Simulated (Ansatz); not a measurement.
# CH₃BO₂: one molecule under many settings

Aim: run CH₃BO₂ under a spread of inputs, and see what each costs and gives.

Program: Ansatz 0.2.0, Gaussian basis. Level of theory: the settings change from run to run. These are calculated values, not measurements.

## 1. The geometry

The structure was relaxed beforehand with PBE0-D4 in a triple-zeta def2 set.

SMILES `B1OCO1`, 7 atoms, charge 0, spin multiplicity 1.

Atoms are counted from 1 here; the program's logs count them from 0.

Bond lengths: B1–O2 1.381 Å, B1–O4 1.381 Å, B1–H5 1.186 Å, O2–C3 1.426 Å, C3–O4 1.426 Å, C3–H6 1.092 Å, C3–H7 1.092 Å. Angles: O2–B1–O4 98.3°, O2–B1–H5 130.8°, O4–B1–H5 130.8°, B1–O2–C3 83.7°, O2–C3–O4 94.2°, O2–C3–H6 112.3°, O2–C3–H7 112.3°, O4–C3–H6 112.3°, O4–C3–H7 112.3°, H6–C3–H7 112.2°, B1–O4–C3 83.7°.

## 2. PBE-QIDH/cc-pVTZ-DK

Options: charge -1, multiplicity 2, the search for lower states set to full.

The input, in.yaml:

```yaml
crystal:
  periodic: [false, false, false]
  atoms:
    - {symbol: B, position_ang: [-0.809559, 0.395900, -0.554864]}
    - {symbol: O, position_ang: [-0.617020, 0.250902, 0.804902]}
    - {symbol: C, position_ang: [0.629328, -0.317312, 0.409302]}
    - {symbol: O, position_ang: [0.385243, -0.146765, -0.985004]}
    - {symbol: H, position_ang: [-1.720612, 0.847478, -1.165338]}
    - {symbol: H, position_ang: [0.712430, -1.369546, 0.689612]}
    - {symbol: H, position_ang: [1.481490, 0.271343, 0.755690]}
basis:
  gaussian: {orbitals: cc-pVTZ-DK}
total_charge: -1
magnetization: {spin_polarized: true, initial_magnetization: 1}
hamiltonian: {xc: {name: PBE-QIDH}}
scf: {lower_state_search: full}
```

Run with:

```
> ansatz run in.yaml --threads 2 --pin off --events-out ev --progress --plain --max-ram 4352MiB
```

Log:

```text
Functional definition: PBE-QIDH
  name "PBE-QIDH"
  cite "Brémond, Sancho-García, Pérez-Jiménez & Adamo, J. Chem. Phys. 141, 031101 (2014) doi:10.1063/1.4890314"
  cite "Perdew, Burke & Ernzerhof, Phys. Rev. Lett. 77, 3865 (1996) doi:10.1103/PhysRevLett.77.3865"
  parameter a = 3^(-1/3)
  parameter c = 1/3
  exchange = (1 - a)*pbe_x + a*exact_x
  correlation = (1 - c)*pbe_c + c*(mp2_os + mp2_ss)
955 factors; integrals over basis functions are off by at most 1.8e-3 eV
mean field evaluation 1: about -5843.8479 eV, gradient 1.8e1 eV
mean field evaluation 2: about -5844.0688 eV, gradient 1.8e1 eV
mean field evaluation 4: about -5845.5854 eV, gradient 2.4e0 eV
mean field evaluation 8: about -5845.6139 eV, gradient 2.0e-1 eV
mean field evaluation 16: about -5845.6145 eV, gradient 3.6e-4 eV
mean field evaluation 32: about -5769.8546 eV, gradient 1.5e2 eV
mean field evaluation 64: about -5845.6144 eV, gradient 3.3e-2 eV
mean field -5845.61449683 eV, -214.8223704588 hartree, gradient 6.7e-6 eV, S^2 0.755613; 4 other end points of the search recorded, 0 dependent functions left out
4 core orbitals not correlated: weight in the atoms' cores, before any rotation towards them, 1.000 or more for the frozen orbitals, at most 0.000 for the correlated occupied ones
reference -5845.61450814 eV, -214.8223708742 hartree; 12, 11 occupied and 146, 147 virtual orbitals, 955 factors
second order -22.76803773 eV of doubles, -0.00000000 eV of singles
Total energy: -5853.20385405 eV, -215.1012741922 hartree
Relativity: scalar
```

Run time: 11 s. Hardware: 2 threads of Arm Neoverse V1, shared host; peak memory 0.39 GiB.

⟨S²⟩ 0.756.

## 3. B2GP-PLYP/def2-TZVP

Options: multiplicity 3, coordinates scaled by 0.92, density fitting with def2-universal-jkfit, high accuracy, the search for lower states set to light.

The input, in.yaml:

```yaml
crystal:
  periodic: [false, false, false]
  atoms:
    - {symbol: B, position_ang: [-0.744794, 0.364228, -0.510475]}
    - {symbol: O, position_ang: [-0.567658, 0.230830, 0.740510]}
    - {symbol: C, position_ang: [0.578982, -0.291927, 0.376558]}
    - {symbol: O, position_ang: [0.354424, -0.135023, -0.906204]}
    - {symbol: H, position_ang: [-1.582963, 0.779680, -1.072111]}
    - {symbol: H, position_ang: [0.655435, -1.259983, 0.634443]}
    - {symbol: H, position_ang: [1.362970, 0.249635, 0.695235]}
basis:
  gaussian: {orbitals: def2-TZVP, fitting: {mean_field: def2-universal-jkfit}}
magnetization: {spin_polarized: true, initial_magnetization: 2}
hamiltonian: {xc: {name: B2GP-PLYP}}
accuracy: high
scf: {lower_state_search: light}
```

Same command.

Log (excerpt; [...] marks lines left out):

```text
Functional definition: B2GP-PLYP
  name "B2GP-PLYP"
  cite "Karton, Tarnopolsky, Lamère, Schatz & Martin, J. Phys. Chem. A 112, 12868 (2008) doi:10.1021/jp801805p"
  cite "Becke, Phys. Rev. A 38, 3098 (1988) doi:10.1103/PhysRevA.38.3098"
  cite "Lee, Yang & Parr, Phys. Rev. B 37, 785 (1988) doi:10.1103/PhysRevB.37.785"
[...]
358 factors; integrals over basis functions are off by at most 8.8e-1 eV
[...]
mean field -5836.40399913 eV, -214.4838909113 hartree, gradient 2.9e-8 eV, S^2 2.011449; 8 other end points of the search recorded, 0 dependent functions left out
4 core orbitals not correlated: weight in the atoms' cores, before any rotation towards them, 1.000 or more for the frozen orbitals, at most 0.000 for the correlated occupied ones
reference -5836.40401594 eV, -214.4838915289 hartree; 12, 10 occupied and 126, 128 virtual orbitals, 358 factors
second order -20.64343247 eV of doubles, -0.00000000 eV of singles
Total energy: -5843.83565163 eV, -214.7569991032 hartree
```

Wall time 19 s (2 threads of Arm Neoverse V1, shared host).

⟨S²⟩ 2.011.

## 4. SVWN5/cc-pVTZ-DK

The input, in.yaml:

```yaml
crystal:
  periodic: [false, false, false]
  atoms:
    - {symbol: B, position_ang: [-0.809559, 0.395900, -0.554864]}
    - {symbol: O, position_ang: [-0.617020, 0.250902, 0.804902]}
    - {symbol: C, position_ang: [0.629328, -0.317312, 0.409302]}
    - {symbol: O, position_ang: [0.385243, -0.146765, -0.985004]}
    - {symbol: H, position_ang: [-1.720612, 0.847478, -1.165338]}
    - {symbol: H, position_ang: [0.712430, -1.369546, 0.689612]}
    - {symbol: H, position_ang: [1.481490, 0.271343, 0.755690]}
basis:
  gaussian: {orbitals: cc-pVTZ-DK}
hamiltonian: {xc: {name: SVWN5}}
```

Launched as before.

Log:

```text
Functional definition: SVWN5
  name "SVWN5"
  cite "Dirac, Proc. Camb. Phil. Soc. 26, 376 (1930) doi:10.1017/S0305004100016108"
  cite "Slater, Phys. Rev. 81, 385 (1951) doi:10.1103/PhysRev.81.385"
  cite "Vosko, Wilk & Nusair, Can. J. Phys. 58, 1200 (1980) doi:10.1139/p80-159"
  exchange = slater_x
  correlation = vwn5_c
892 factors; their error is unknown
mean field evaluation 1: about -5810.5426 eV, gradient 5.8e1 eV
mean field evaluation 2: about -5797.9883 eV, gradient 1.0e2 eV
mean field evaluation 4: about -5816.5617 eV, gradient 5.3e0 eV
mean field evaluation 8: about -5816.5907 eV, gradient 4.2e-1 eV
mean field evaluation 16: about -5816.5909 eV, gradient 3.1e-5 eV
mean field -5816.59088856 eV, -213.7557725278 hartree, gradient 3.1e-5 eV, S^2 0.000000; 0 other end points of the search recorded, 0 dependent functions left out
reference -5816.59091860 eV, -213.7557736315 hartree; 15, 15 occupied and 147, 147 virtual orbitals, 892 factors
Total energy: -5816.59091860 eV, -213.7557736315 hartree
Relativity: scalar
```

It took 0.85 s on 2 threads of Arm Neoverse V1, shared host.

## 5. wB97X/def2-mTZVP

in.yaml: that of step 4 with these lines changed.

```diff
@@ -11,3 +11,4 @@
 basis:
-  gaussian: {orbitals: cc-pVTZ-DK}
-hamiltonian: {xc: {name: SVWN5}}
+  gaussian: {orbitals: def2-mTZVP}
+hamiltonian: {xc: {name: wB97X}}
+output: {forces: true}
```

The command is unchanged.

Log (excerpt; [...] marks lines left out):

```text
Functional definition: wB97X
  name "wB97X"
  cite "Chai & Head-Gordon, J. Chem. Phys. 128, 084106 (2008) doi:10.1063/1.2834918"
  cite "Becke, J. Chem. Phys. 107, 8554 (1997) doi:10.1063/1.475007"
[...]
  # The coefficients of nought are those of the uniform gas.
[...]
      + exact_x_lr(omega)
[...]
      + integral(e_c_pw_opposite_spin*poly(b97_u_opposite, 1, cos1, cos2, cos3, cos4))
794 factors; their error is unknown
247 factors; integrals over basis functions are off by at most 1.1e-5 eV
[...]
mean field -5857.99172487 eV, -215.2772251995 hartree, gradient 1.2e-5 eV, S^2 0.000000; 0 other end points of the search recorded, 0 dependent functions left out
[...]
reference -5857.99169450 eV, -215.2772240835 hartree; 15, 15 occupied and 80, 80 virtual orbitals, 794 factors
Total energy: -5857.99169450 eV, -215.2772240835 hartree
Atom 0 at    -0.809559     0.395900    -0.554864 Å, force    -0.157024     0.077832    -0.105218 eV/Å
Atom 1 at    -0.617020     0.250902     0.804902 Å, force    -0.109187     0.048010     0.078573 eV/Å
Atom 2 at     0.629328    -0.317312     0.409302 Å, force     0.282100    -0.139828     0.189029 eV/Å
Atom 3 at     0.385243    -0.146765    -0.985004 Å, force     0.014381    -0.001018    -0.142101 eV/Å
Atom 4 at    -1.720612     0.847478    -1.165338 Å, force     0.029070    -0.014409     0.019479 eV/Å
Atom 5 at     0.712430    -1.369546     0.689612 Å, force    -0.005459     0.066364    -0.017801 eV/Å
Atom 6 at     1.481490     0.271343     0.755690 Å, force    -0.053881    -0.036951    -0.021962 eV/Å
Dipole moment:     0.160633    -0.079621     0.107636 e Å
```

Run time: 3.4 s. Hardware: 2 threads of Arm Neoverse V1, shared host.

Largest force 0.367 eV/Å, dipole 1.00 D.

## 6. B97M-V/x2c-TZVPPall

Options: multiplicity 3, the search for lower states set to full.

in.yaml: that of step 5 with these lines changed.

```diff
@@ -11,4 +11,5 @@
 basis:
-  gaussian: {orbitals: def2-mTZVP}
-hamiltonian: {xc: {name: wB97X}}
-output: {forces: true}
+  gaussian: {orbitals: x2c-TZVPPall}
+magnetization: {spin_polarized: true, initial_magnetization: 2}
+hamiltonian: {xc: {name: B97M-V}}
+scf: {lower_state_search: full}
```

Launched as before.

Log (excerpt; [...] marks lines left out):

```text
Functional definition: B97M-V
  name "B97M-V"
  cite "Mardirossian & Head-Gordon, J. Chem. Phys. 142, 074111 (2015) doi:10.1063/1.4907719"
  cite "Becke, J. Chem. Phys. 107, 8554 (1997) doi:10.1063/1.475007"
  cite "Vydrov & Van Voorhis, J. Chem. Phys. 133, 244103 (2010) doi:10.1063/1.3521275"
  # Of w^i u^j: cxij and so on, Table III.
[...]
  gx(w, u) = cx00 + cx01*u + cx02*u^2 + (cx10 + cx11*u)*w
  gss(w, u) = css00 + css02*u^2 + css10*w + (css32*w^3 + css42*w^4)*u^2
  gos(w, u) = cos00 + cos01*u + cos03*u^3 + cos10*w + cos32*w^3*u^2
[...]
      + integral(e_c_pw_mod_opposite_spin*gos(b97_w_opposite, b97_u_opposite)) + vv10(b, c)
829 factors; their error is unknown
[...]
mean field -5854.99215561 eV, -215.1669930625 hartree, gradient 2.6e-6 eV, S^2 2.009125; 23 other end points of the search recorded, 0 dependent functions left out
reference -5854.99221564 eV, -215.1669952683 hartree; 16, 14 occupied and 150, 152 virtual orbitals, 829 factors
Total energy: -5854.99221564 eV, -215.1669952683 hartree
Relativity: scalar
```

Wall time 2.7 min (2 threads of Arm Neoverse V1, shared host); peak memory 0.53 GiB.

⟨S²⟩ 2.009.

## 7. wB97/STO-3G

Set apart from the defaults: coordinates scaled by 1.05.

The input, in.yaml:

```yaml
crystal:
  periodic: [false, false, false]
  atoms:
    - {symbol: B, position_ang: [-0.850037, 0.415695, -0.582607]}
    - {symbol: O, position_ang: [-0.647871, 0.263447, 0.845147]}
    - {symbol: C, position_ang: [0.660795, -0.333177, 0.429767]}
    - {symbol: O, position_ang: [0.404506, -0.154103, -1.034254]}
    - {symbol: H, position_ang: [-1.806643, 0.889852, -1.223605]}
    - {symbol: H, position_ang: [0.748051, -1.438024, 0.724093]}
    - {symbol: H, position_ang: [1.555564, 0.284910, 0.793475]}
basis:
  gaussian: {orbitals: STO-3G}
hamiltonian: {xc: {name: wB97}}
output: {forces: true}
```

The command is unchanged.

Log (excerpt; [...] marks lines left out):

```text
Functional definition: wB97
  name "wB97"
  cite "Chai & Head-Gordon, J. Chem. Phys. 128, 084106 (2008) doi:10.1063/1.2834918"
  cite "Becke, J. Chem. Phys. 107, 8554 (1997) doi:10.1063/1.475007"
[...]
  # The coefficients of nought are those of the uniform gas.
[...]
      + integral(e_c_pw_opposite_spin*poly(b97_u_opposite, 1, cos1, cos2, cos3, cos4))
327 factors; integrals over basis functions are off by at most 5.2e-5 eV
133 factors; integrals over basis functions are off by at most 5.0e-6 eV
[...]
mean field -5779.33879089 eV, -212.3867831888 hartree, gradient 8.3e-6 eV, S^2 0.000000; 0 other end points of the search recorded, 0 dependent functions left out
[...]
reference -5779.33878616 eV, -212.3867830148 hartree; 15, 15 occupied and 8, 8 virtual orbitals, 327 factors
Total energy: -5779.33878616 eV, -212.3867830148 hartree
Atom 0 at    -0.850037     0.415695    -0.582607 Å, force    -0.076921     0.038127    -0.051543 eV/Å
Atom 1 at    -0.647871     0.263447     0.845147 Å, force     0.320201    -0.064367    -2.128324 eV/Å
Atom 2 at     0.660795    -0.333177     0.429767 Å, force     0.535858    -0.265608     0.359066 eV/Å
Atom 3 at     0.404506    -0.154103    -1.034254 Å, force    -1.587731     0.692641     1.278981 eV/Å
Atom 4 at    -1.806643     0.889852    -1.223605 Å, force     1.661393    -0.823500     1.113261 eV/Å
Atom 5 at     0.748051    -1.438024     0.724093 Å, force     0.050603     1.229103    -0.244737 eV/Å
Atom 6 at     1.555564     0.284910     0.793475 Å, force    -0.903404    -0.806397    -0.326705 eV/Å
Dipole moment:     0.175313    -0.086897     0.117473 e Å
```

Wall time 1.2 s (2 threads of Arm Neoverse V1, shared host).

Largest force 2.163 eV/Å, dipole 1.10 D.

## 8. r2SCAN50/6-31G

Set apart from the defaults: unrestricted orbitals, a grid of angular degree 47, high accuracy.

The input, in.yaml:

```yaml
crystal:
  periodic: [false, false, false]
  atoms:
    - {symbol: B, position_ang: [-0.809559, 0.395900, -0.554864]}
    - {symbol: O, position_ang: [-0.617020, 0.250902, 0.804902]}
    - {symbol: C, position_ang: [0.629328, -0.317312, 0.409302]}
    - {symbol: O, position_ang: [0.385243, -0.146765, -0.985004]}
    - {symbol: H, position_ang: [-1.720612, 0.847478, -1.165338]}
    - {symbol: H, position_ang: [0.712430, -1.369546, 0.689612]}
    - {symbol: H, position_ang: [1.481490, 0.271343, 0.755690]}
basis:
  gaussian: {orbitals: 6-31G, final_grid: {core_spheres: 20, valence_spheres: 16, degree: 47}}
magnetization: {spin_polarized: true, initial_magnetization: 0}
hamiltonian: {xc: {name: r2SCAN50}}
accuracy: high
output: {forces: true}
```

Launched as before.

Log (excerpt; [...] marks lines left out):

```text
Functional definition: r2SCAN50
  name "r2SCAN50"
  cite "Bursch, Neugebauer, Ehlert & Grimme, J. Chem. Phys. 156, 134105 (2022) doi:10.1063/5.0086040"
  cite "Furness, Kaplan, Ning, Perdew & Sun, J. Phys. Chem. Lett. 11, 8208 (2020) doi:10.1021/acs.jpclett.0c02405"
  cite "Furness, Kaplan, Ning, Perdew & Sun, J. Phys. Chem. Lett. 11, 9248 (2020) doi:10.1021/acs.jpclett.0c03077"
  parent r2scan
[...]
1053 factors; integrals over basis functions are off by at most 3.5e-9 eV
[...]
mean field -5849.73535064 eV, -214.9738090429 hartree, gradient 1.8e-8 eV, S^2 0.000000; 0 other end points of the search recorded, 0 dependent functions left out
[...]
reference -5849.73535113 eV, -214.9738090611 hartree; 15, 15 occupied and 27, 27 virtual orbitals, 1053 factors
Total energy: -5849.73535113 eV, -214.9738090611 hartree
Atom 0 at    -0.809559     0.395900    -0.554864 Å, force    -2.156410     1.068864    -1.444960 eV/Å
Atom 1 at    -0.617020     0.250902     0.804902 Å, force    -0.530546     0.226124     0.559603 eV/Å
Atom 2 at     0.629328    -0.317312     0.409302 Å, force     2.489439    -1.233936     1.668115 eV/Å
Atom 3 at     0.385243    -0.146765    -0.985004 Å, force     0.214675    -0.069557    -0.771260 eV/Å
Atom 4 at    -1.720612     0.847478    -1.165338 Å, force     0.367897    -0.182355     0.246519 eV/Å
Atom 5 at     0.712430    -1.369546     0.689612 Å, force    -0.005250     0.495012    -0.112918 eV/Å
Atom 6 at     1.481490     0.271343     0.755690 Å, force    -0.379806    -0.304152    -0.145099 eV/Å
Dipole moment:     0.177760    -0.088110     0.119113 e Å
```

Wall time 3 s (2 threads of Arm Neoverse V1, shared host).

Largest force 3.241 eV/Å, dipole 1.11 D, ⟨S²⟩ 0.000.

## 9. PBE/x2c-TZVPPall

This run has high accuracy.

in.yaml: that of step 8 with these lines changed.

```diff
@@ -11,5 +11,4 @@
 basis:
-  gaussian: {orbitals: 6-31G, final_grid: {core_spheres: 20, valence_spheres: 16, degree: 47}}
-magnetization: {spin_polarized: true, initial_magnetization: 0}
-hamiltonian: {xc: {name: r2SCAN50}}
+  gaussian: {orbitals: x2c-TZVPPall}
+hamiltonian: {xc: {name: PBE}}
 accuracy: high
```

The command is unchanged.

Log (excerpt; [...] marks lines left out):

```text
Functional definition: PBE
  name "PBE"
  cite "Perdew, Burke & Ernzerhof, Phys. Rev. Lett. 77, 3865 (1996) doi:10.1103/PhysRevLett.77.3865"
  parent pbe
[...]
2921 factors; integrals over basis functions are off by at most 3.9e-9 eV
[...]
mean field -5856.52231781 eV, -215.2232254862 hartree, gradient 5.9e-9 eV, S^2 0.000000; 0 other end points of the search recorded, 0 dependent functions left out
[...]
reference -5856.52232142 eV, -215.2232256189 hartree; 15, 15 occupied and 151, 151 virtual orbitals, 2921 factors
Total energy: -5856.52232142 eV, -215.2232256189 hartree
Relativity: scalar
Atom 0 at    -0.809559     0.395900    -0.554864 Å, force    -0.419450     0.207908    -0.281064 eV/Å
Atom 1 at    -0.617020     0.250902     0.804902 Å, force    -0.458342     0.182911     0.792324 eV/Å
Atom 2 at     0.629328    -0.317312     0.409302 Å, force     0.315821    -0.156542     0.211624 eV/Å
Atom 3 at     0.385243    -0.146765    -0.985004 Å, force     0.436996    -0.172331    -0.806627 eV/Å
Atom 4 at    -1.720612     0.847478    -1.165338 Å, force    -0.105289     0.052188    -0.070552 eV/Å
Atom 5 at     0.712430    -1.369546     0.689612 Å, force     0.028297    -0.242341     0.069686 eV/Å
Atom 6 at     1.481490     0.271343     0.755690 Å, force     0.201967     0.128207     0.084608 eV/Å
Dipole moment:     0.175827    -0.087152     0.117818 e Å
```

Run time: 10 s. Hardware: 2 threads of Arm Neoverse V1, shared host; peak memory 0.61 GiB.

Largest force 0.933 eV/Å, dipole 1.10 D.

## 10. rPW86-PBE/pcseg-2

Options: a grid of angular degree 11, D3(BJ) with three-body dispersion, high accuracy.

in.yaml: that of step 9 with these lines changed.

```diff
@@ -11,4 +11,4 @@
 basis:
-  gaussian: {orbitals: x2c-TZVPPall}
-hamiltonian: {xc: {name: PBE}}
+  gaussian: {orbitals: pcseg-2, final_grid: {core_spheres: 5, valence_spheres: 4, degree: 11}}
+hamiltonian: {xc: {name: rPW86-PBE}, dispersion: d3bjatm}
 accuracy: high
```

Same command.

Log (excerpt; [...] marks lines left out):

```text
Functional definition: rPW86-PBE
  name "rPW86-PBE"
  cite "Murray, Lee & Langreth, J. Chem. Theory Comput. 5, 2754 (2009) doi:10.1021/ct900365q"
  cite "Perdew, Burke & Ernzerhof, Phys. Rev. Lett. 77, 3865 (1996) doi:10.1103/PhysRevLett.77.3865"
  parent pbe
[...]
2948 factors; integrals over basis functions are off by at most 3.4e-9 eV
[...]
mean field -5871.40453042 eV, -215.7701367121 hartree, gradient 1.5e-8 eV, S^2 0.000000; 0 other end points of the search recorded, 0 dependent functions left out
[...]
reference -5871.40455237 eV, -215.7701375185 hartree; 15, 15 occupied and 147, 147 virtual orbitals, 2948 factors
Total energy: -5871.49513089 eV, -215.7734662177 hartree
Atom 0 at    -0.809559     0.395900    -0.554864 Å, force    -0.539954     0.267638    -0.361811 eV/Å
Atom 1 at    -0.617020     0.250902     0.804902 Å, force    -0.812493     0.350471     0.753238 eV/Å
Atom 2 at     0.629328    -0.317312     0.409302 Å, force     1.249953    -0.619562     0.837565 eV/Å
Atom 3 at     0.385243    -0.146765    -0.985004 Å, force     0.244268    -0.068819    -1.133993 eV/Å
Atom 4 at    -1.720612     0.847478    -1.165338 Å, force     0.014204    -0.007041     0.009518 eV/Å
Atom 5 at     0.712430    -1.369546     0.689612 Å, force    -0.120950    -0.053007    -0.055950 eV/Å
Atom 6 at     1.481490     0.271343     0.755690 Å, force    -0.035028     0.130320    -0.048567 eV/Å
Dipole moment:     0.173984    -0.086238     0.116582 e Å
```

Wall time 8 s (2 threads of Arm Neoverse V1, shared host); peak memory 0.57 GiB.

Largest force 1.627 eV/Å, dipole 1.09 D.

## 11. The runs in one table

```tsv
level	charge	multiplicity	geometry	functions	energy (eV)	time
PBE-QIDH/cc-pVTZ-DK	-1	2	relaxed	162	-5853.204	11 s
B2GP-PLYP/def2-TZVP	0	3	scaled	142	-5843.836	19 s
SVWN5/cc-pVTZ-DK	0	1	relaxed	162	-5816.591	0.85 s
wB97X/def2-mTZVP	0	1	relaxed	95	-5857.992	3.4 s
B97M-V/x2c-TZVPPall	0	3	relaxed	166	-5854.992	2.7 min
wB97/STO-3G	0	1	scaled	23	-5779.339	1.2 s
r2SCAN50/6-31G	0	1	relaxed	42	-5849.735	3 s
PBE/x2c-TZVPPall	0	1	relaxed	166	-5856.522	10 s
rPW86-PBE/pcseg-2	0	1	relaxed	162	-5871.495	8 s
```

## 12. Summary of results

```
                                         quantity                         value
                                             runs                             9
                                         quickest      SVWN5/cc-pVTZ-DK, 0.85 s
                                          slowest  B97M-V/x2c-TZVPPall, 2.7 min
spread of total energies, same state and geometry                       54.9 eV
                  dipole, same state and geometry                1.00 to 1.11 D
```

What this shows: B97M-V/x2c-TZVPPall took 194 times as long as SVWN5/cc-pVTZ-DK. The jobs differ in tasks and options as well as level. The totals spread over 55 eV; they can't be compared across methods or bases. At the PBE0-D4/def2-TZVP geometry and in the same state, runs without warnings or point charges leave forces up to 3.24 eV/Å (r2SCAN50/6-31G). At that geometry and state the dipole changes by 11 % between the lowest and highest value.
